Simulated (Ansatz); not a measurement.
**C4H12OSi: molecular dynamics**

Purpose: to follow the molecule's vibrations and see whether its bonds hold. The start is relaxed first. Runs: 120 steps of 2.5 fs at constant energy, with velocities drawn for 300 K. SMILES of the start: CC(C)OC[SiH3].

All numbers below are computed with Ansatz 0.2.0 (RKS r2SCAN-D4/STO-3G).

## (1) The starting structure

Bond lengths (14 of 17 bonds, heavy atoms first): C1–C2 1.546 Å, C2–C3 1.511 Å, C2–O4 1.357 Å, O4–C5 1.477 Å, C5–Si6 1.875 Å, C1–H7 1.055 Å, C1–H8 1.140 Å, C1–H9 1.071 Å, C2–H10 1.083 Å, C3–H11 1.106 Å, C3–H12 1.118 Å, C3–H13 1.096 Å, C5–H14 1.128 Å, C5–H15 1.074 Å. Angles (14 of 31 angles, heavy atoms first): C1–C2–C3 108.9°, C1–C2–O4 111.1°, C3–C2–O4 105.6°, C2–O4–C5 115.2°, O4–C5–Si6 119.0°, C1–C2–H10 110.7°, C3–C2–H10 108.9°, O4–C2–H10 111.4°, C2–C1–H7 113.1°, C2–C1–H8 107.9°, C2–C1–H9 114.0°, C2–C3–H11 110.4°, C2–C3–H12 110.8°, C2–C3–H13 110.0°.

Its coordinates follow in the input file.

## (2) Relaxing the start

Contents of input.yaml:

```yaml
crystal:
  periodic: [false, false, false]
  atoms:
    - { symbol: C, position_ang: [1.7399, 0.6051, 0.85] }
    - { symbol: C, position_ang: [1.0126, 0.1261, -0.4273] }
    - { symbol: C, position_ang: [1.8507, -0.9363, -1.0997] }
    - { symbol: O, position_ang: [-0.1652, -0.4751, -0.1235] }
    - { symbol: C, position_ang: [-1.2989, 0.4425, 0.1084] }
    - { symbol: Si, position_ang: [-3.0103, -0.2767, 0.3729] }
    - { symbol: H, position_ang: [1.7825, -0.1329, 1.6034] }
    - { symbol: H, position_ang: [1.1597, 1.4901, 1.2731] }
    - { symbol: H, position_ang: [2.7039, 1.0356, 0.6678] }
    - { symbol: H, position_ang: [0.8694, 0.9483, -1.1179] }
    - { symbol: H, position_ang: [2.8525, -0.538, -1.3461] }
    - { symbol: H, position_ang: [2.0505, -1.7854, -0.4005] }
    - { symbol: H, position_ang: [1.3443, -1.2971, -2.0021] }
    - { symbol: H, position_ang: [-1.0872, 1.0413, 1.0404] }
    - { symbol: H, position_ang: [-1.3619, 1.1277, -0.7167] }
    - { symbol: H, position_ang: [-3.0338, -1.1634, 1.5728] }
    - { symbol: H, position_ang: [-3.9836, 0.8249, 0.6133] }
    - { symbol: H, position_ang: [-3.4628, -1.0256, -0.8166] }
basis:
  gaussian: { orbitals: STO-3G }
hamiltonian:
  xc: r2scan
  dispersion: d4
relax:
  f_tol: 0.02
  max_steps: 40
scf:
  lower_state_search: "off"
```

On the command line:

```console
$ ansatz run input.yaml --threads 1 --pin off --max-ram 2048MiB --backend cpu --events-out ev --progress --plain --runs-dir out
```

After this run come: Dynamics.

What does the calculation give? Wanted: relaxation of the start; temperature, first and last step; temperature, second half; potential energy, second half; largest change of the total energy; bonds formed or broken.

The runs gave:

| quantity | value |
| --- | --- |
| relaxation of the start | 6 moves, 0.825 eV lower |
| length | 120 steps of 2.5 fs |
| temperature, first and last step | 300 and 140 K |
| temperature, second half | mean 158 K, from 108 to 222 K |
| potential energy, second half | +28 meV/atom from the start |
| largest change of the total energy | 19.40 meV/atom |
| bonds formed or broken | 0 |

The temperature starts at 300 K and averages 158 K in the second half, where it ranges from 108 to 222 K. About half is expected from a start at a minimum: kinetic energy passes into potential energy until both shares match. The total energy strays from its start by at most 19.40 meV/atom, 107 % of the mean kinetic energy, which is poor: the step of 2.5 fs is too long for the fastest motion. The bonds all hold. Averages from a run of 300 fs with 18 atoms are rough. The nuclei move classically, without zero-point motion, which matters most for hydrogen. In so small a basis the energies are only a sketch.
